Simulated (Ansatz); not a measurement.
I need a polarisability from point charges of CH₄NOSb, SMILES C=[N][SbH][OH]. Use the Python package of Ansatz (0.2.0). Use (for the species named): PBE0, def2-SVPD basis, multiplicity 1.

Contents of `ch4nosb.xyz`:
```text
8

C    -0.84480    1.38040    0.50760
N     0.17030    1.08780   -0.13120
Sb    1.16950   -0.65050    0.34290
O    -0.13760   -1.79040   -0.52970
H    -1.41120    2.33040    0.20780
H    -1.28430    0.81990    1.29390
H     2.17710   -0.56200   -1.11990
H     0.25320   -2.67270   -0.62710
```

The script, `run_field.py`:
```python
"""Response of CH4NOSb to a pair of distant point charges."""

import ansatz as az
import numpy as np


def main() -> None:
    mol = az.Crystal.molecule_from_extxyz("ch4nosb.xyz")

    base = mol.calculation()
    base = base.basis(gaussian="def2-SVPD").functional("pbe0")
    base = base.forces()
    # charges +q and -q at -R and +R make a nearly even field 2 k q / R^2 at the centre
    centre = np.mean([site.position_ang for site in mol.cartesian_sites], axis=0)
    field = 2 * 14.399645 * 2.0 / 40.0 ** 2


    def dipole(axis, sign):
        arm = 40.0 * np.eye(3)[axis]
        pair = [{"charge": sign * 2.0, "position_ang": (centre - arm).tolist()}, {"charge": -sign * 2.0, "position_ang": (centre + arm).tolist()}]
        deck = base.input().set(az.key.basis.gaussian.point_charges, pair)
        return np.array(az.Session.from_dict(deck).plan().execute().report["charge_distribution"]["dipole_moment_e_ang"])


    print(f"field {field:.4f} V/A")
    alpha = np.array([(dipole(axis, 1) - dipole(axis, -1)) / (2 * field) * 14.399645 for axis in range(3)])
    print("polarisability tensor (A^3)")
    print(np.array2string(alpha, precision=3, suppress_small=True))
    print(f"mean {np.trace(alpha) / 3:.3f} A^3 = {np.trace(alpha) / 3 / 0.14818471:.2f} bohr^3")


if __name__ == "__main__":
    main()
```

```console
$ python run_field.py
field 0.0360 V/A
polarisability tensor (A^3)
[[10.761 -2.089 -0.901]
 [-2.091 11.113  0.364]
 [-0.898  0.363  8.627]]
mean 10.167 A^3 = 68.61 bohr^3
```

The geometry is a force-field or estimated start, not a minimum of this method, and the basis set is short of its limit. The field of two point charges is only nearly even. def2 sets replace the cores of elements past krypton by effective core potentials. Wall time of the script: 43 s on 1 thread of Arm Neoverse V1, on a shared host, peak memory 0.37 GiB.
